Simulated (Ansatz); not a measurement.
**C2H4BO+ (SMILES B1=C[OH+]C1): single points off equilibrium**

An exercise on one series of results from a longer session: the logs are not shown, and one member is left open.

Computed with Ansatz 0.2.0, Gaussian basis. Level: single points in def2-TZVPP.

Cores are frozen in the correlated methods.

### The system as given

SMILES `B1=C[OH+]C1`, 8 atoms, charge 1, spin multiplicity 1.

Atoms are counted from 1 here; the program's logs count them from 0.

Bond lengths: B1–C2 1.395 Å, B1–C4 1.590 Å, C2–O3 1.519 Å, C2–H5 1.051 Å, O3–C4 1.501 Å, O3–H6 0.932 Å, C4–H7 1.070 Å, C4–H8 1.044 Å. Angles: C2–B1–C4 97.4°, B1–C2–O3 86.2°, B1–C2–H5 153.6°, O3–C2–H5 120.1°, C2–O3–C4 96.1°, C2–O3–H6 109.5°, C4–O3–H6 111.2°, B1–C4–O3 80.3°, B1–C4–H7 121.2°, B1–C4–H8 120.2°, O3–C4–H7 110.7°, O3–C4–H8 108.5°, H7–C4–H8 110.6°.

Geometry (Å):

| atom | x (Å) | y (Å) | z (Å) |
| --- | --- | --- | --- |
| B1 | -0.5974 | 0.0643 | -1.1340 |
| C2 | -0.0053 | 1.1856 | -0.5526 |
| O3 | 0.2814 | 0.2915 | 0.6409 |
| C4 | -0.3563 | -0.9431 | 0.0724 |
| H5 | 0.2540 | 2.2039 | -0.5220 |
| H6 | 1.2022 | 0.1834 | 0.7345 |
| H7 | 0.3567 | -1.7369 | -0.0032 |
| H8 | -1.1498 | -1.2208 | 0.6921 |

Set-up of the first run:

run/in.yaml reads:

```yaml
crystal:
  periodic: [false, false, false]
  atoms:
    - {symbol: B, position_ang: [-0.597400, 0.064300, -1.134000]}
    - {symbol: C, position_ang: [-0.005300, 1.185600, -0.552600]}
    - {symbol: O, position_ang: [0.281400, 0.291500, 0.640900]}
    - {symbol: C, position_ang: [-0.356300, -0.943100, 0.072400]}
    - {symbol: H, position_ang: [0.254000, 2.203900, -0.522000]}
    - {symbol: H, position_ang: [1.202200, 0.183400, 0.734500]}
    - {symbol: H, position_ang: [0.356700, -1.736900, -0.003200]}
    - {symbol: H, position_ang: [-1.149800, -1.220800, 0.692100]}
basis:
  gaussian: {orbitals: def2-TZVPP}
total_charge: 1
correlation: {method: ccsd_t}
output: {forces: true}
```

No record of the launch command was kept for these runs.

Among the steps run: CCSD(T)/def2-TZVPP; PBE0-D4/def2-TZVPP; wB97M-V/def2-TZVPP; r2SCAN-D4/def2-TZVPP; PBE-D4/def2-TZVPP; HSE06-D4/def2-TZVPP; CAM-B3LYP-D4/def2-TZVPP.

One table of the session follows, with a row left open; its other results are not shown here.

| method | RMS force component (eV/Å) | angle to CCSD(T) forces (°) |
| --- | --- | --- |
| CCSD(T) | 0.931 | reference |
| PBE0-D4 | 0.983 | 16.7 |
| wB97M-V | 0.963 | 15.1 |
| r2SCAN-D4 | 1.004 | 9.6 |
| PBE-D4 | ? | ? |
| HSE06-D4 | 0.985 | 16.5 |
| CAM-B3LYP-D4 | 0.994 | 19.0 |

**Question.** Estimate the row for PBE-D4.

**Answer.** RMS force component (eV/Å): 1.097; angle to CCSD(T) forces (°): 7.5. In the column «RMS force component (eV/Å)» it is the highest.
